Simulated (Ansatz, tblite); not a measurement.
# PbCl4: one state, many levels

One table from this session's results is given with a row withheld; the runs are named, their logs left out.

The runs use Ansatz 0.2.0, Gaussian basis; as each input shows.

Levels to be run: GFN1-xTB, GFN2-xTB, PBE-D4/def2-TZVP, r2SCAN-D4/def2-TZVP, ωB97M-V/def2-TZVP, LC-ωPBE/def2-TZVP, HSE06-D4/def2-TZVP, LDA/def2-TZVP, ωB97X-V/def2-TZVP, B2PLYP/def2-TZVP, CAM-B3LYP-D4/def2-TZVP, PBE-D4/def2-SVP, PBE0-D4/def2-SVP, PBE0-D4/def2-TZVPD, PBE-D4/def2-TZVPD, r2SCAN-D4/def2-TZVPD, CCSD(T)/def2-TZVP, RPA/def2-TZVP.

### The geometry

The geometry is that of the singlet, from an earlier relaxation (PBE-D4/def2-SVP).

5 atoms, charge 0, spin multiplicity 1.

Bond lengths: Pb1–Cl2 2.447 Å, Pb1–Cl3 2.447 Å, Pb1–Cl4 2.447 Å, Pb1–Cl5 2.447 Å. Angles: Cl2–Pb1–Cl3 109.5°, Cl2–Pb1–Cl4 109.5°, Cl2–Pb1–Cl5 109.5°, Cl3–Pb1–Cl4 109.5°, Cl3–Pb1–Cl5 109.5°, Cl4–Pb1–Cl5 109.5°.

Pb takes a core potential in the def2 sets. No spin-orbit coupling is included.

PBE0-D4/def2-TZVP was run before; its log isn't repeated, and its numbers join the tables.

The first run:

Tight binding, by tblite at 300 K electronic temperature and without a spin-polarisation term:

```python
tblite.interface.Calculator('GFN1-xTB', numbers, positions, charge=0, uhf=0).singlepoint()
```

Tight binding, by tblite at 300 K electronic temperature and without a spin-polarisation term:

```python
tblite.interface.Calculator('GFN2-xTB', numbers, positions, charge=0, uhf=0).singlepoint()
```

start.molden holds the orbitals of an earlier run on this state, given as this run's starting guess.

The input, in.yaml:

```yaml
crystal:
  periodic: [false, false, false]
  atoms:
    - {symbol: Pb, position_ang: [0.000018, 0.000002, -0.000002]}
    - {symbol: Cl, position_ang: [0.010959, -0.018065, 2.446733]}
    - {symbol: Cl, position_ang: [2.303342, 0.010812, -0.825729]}
    - {symbol: Cl, position_ang: [-1.161206, 2.001304, -0.795818]}
    - {symbol: Cl, position_ang: [-1.153104, -1.994052, -0.825184]}
basis:
  gaussian: {orbitals: def2-TZVP, initial_orbitals: start.molden}
hamiltonian: {xc: pbe, dispersion: d4}
scf: {omitted_lower_state_checks: [starts]}
output: {forces: true, orbitals: {seedname: orbitals}}
```

On the command line:

```bash
$ ansatz run in.yaml --threads 2 --pin off --events-out ev --progress --plain --max-ram 20480MiB --backend cpu
```

Steps of the session up to this table: PBE-D4/def2-TZVP; r2SCAN-D4/def2-TZVP; ωB97M-V/def2-TZVP; LC-ωPBE/def2-TZVP; HSE06-D4/def2-TZVP; LDA/def2-TZVP; ωB97X-V/def2-TZVP; B2PLYP/def2-TZVP; CAM-B3LYP-D4/def2-TZVP; PBE-D4/def2-SVP; PBE0-D4/def2-SVP; PBE0-D4/def2-TZVPD; PBE-D4/def2-TZVPD; r2SCAN-D4/def2-TZVPD; CCSD(T)/def2-TZVP; RPA/def2-TZVP.

One table of the session follows, with a row left open; its other results are not shown here.

It belongs to the step «Levels side by side». 

| level | HOMO (eV) | LUMO (eV) | gap (eV) |
| --- | --- | --- | --- |
| LDA/def2-TZVP | -8.45 | -6.25 | 2.20 |
| PBE-D4/def2-SVP | -8.04 | -5.82 | 2.22 |
| PBE-D4/def2-TZVP | -8.29 | -5.99 | 2.30 |
| PBE-D4/def2-TZVPD | -8.34 | -6.05 | 2.29 |
| r2SCAN-D4/def2-TZVP | -8.70 | -6.06 | 2.65 |
| r2SCAN-D4/def2-TZVPD | -8.72 | -6.08 | 2.64 |
| PBE0-D4/def2-SVP | -9.59 | -5.27 | 4.32 |
| PBE0-D4/def2-TZVP | -9.78 | -5.38 | 4.40 |
| PBE0-D4/def2-TZVPD | -9.80 | -5.41 | 4.39 |
| HSE06-D4/def2-TZVP | -9.37 | -5.74 | 3.64 |
| CAM-B3LYP-D4/def2-TZVP | -11.17 | -4.46 | 6.71 |
| LC-ωPBE/def2-TZVP | ? | ? | ? |
| ωB97X-V/def2-TZVP | -12.26 | -3.49 | 8.76 |
| ωB97M-V/def2-TZVP | -12.07 | -3.45 | 8.62 |

Q: Estimate the row for LC-ωPBE/def2-TZVP from the others.

As computed: HOMO (eV): -12.66; LUMO (eV): -3.45; gap (eV): 9.21. In the column «HOMO (eV)» it is the lowest.
